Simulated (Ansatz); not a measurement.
**Ge3Pd under changes of volume**

One of the cells (17.766 Å³/atom); the others are scaled copies at fixed shape and fractional positions:

```
CELL_PARAMETERS angstrom
4.14202 0.00000 0.00000
0.00000 4.14202 0.00000
0.00000 0.00000 4.14202
ATOMIC_POSITIONS crystal
Pd 0.00000 0.00000 0.00000
Ge 0.50000 0.50000 0.00000
Ge 0.50000 0.00000 0.50000
Ge 0.00000 0.50000 0.50000
```

The cell comes from a database or a generator and needn't be the stable form of this composition.

- Program: Ansatz 0.2.0
- Functional: PBEsol
- Potentials or basis: all-electron LAPW, scalar-relativistic
- Cutoff: 216 eV (chosen from the basis error)
- Basis error allowed: 0.001 eV/atom
- k mesh: 7 × 7 × 7
- Occupations: fermi-dirac, width 0.05 eV
- Spin: no spin polarisation

| volume (Å³/atom) | energy over the lowest point (meV/atom) | pressure (GPa) |
| --- | --- | --- |
| 16.700 | 0.00 | 1.0 |
| 17.055 | 0.29 | -1.1 |
| 17.410 | ? | ? |
| 17.766 | 13.86 | -4.7 |
| 18.121 | 26.07 | -6.2 |
| 18.476 | 41.35 | -7.5 |
| 18.831 | 59.30 | -8.6 |

Problem. What does the run at 17.410 Å³/atom give?

Solution. Energy over the lowest point 5.11 meV/atom; pressure -3.0 GPa.

Worked out: A Birch-Murnaghan fit of order 3 (a polynomial in V^(-2/3)) to the other rows has its minimum at 16.85 Å³/atom with B0 = V·E''(V) = 103 GPa and B' = 5.1. It gives 5.08 meV/atom at 17.410 Å³/atom, against the run's 5.11, and -dE/dV = -3.1 GPa, against -3.0.

Energies are extrapolated to zero smearing.
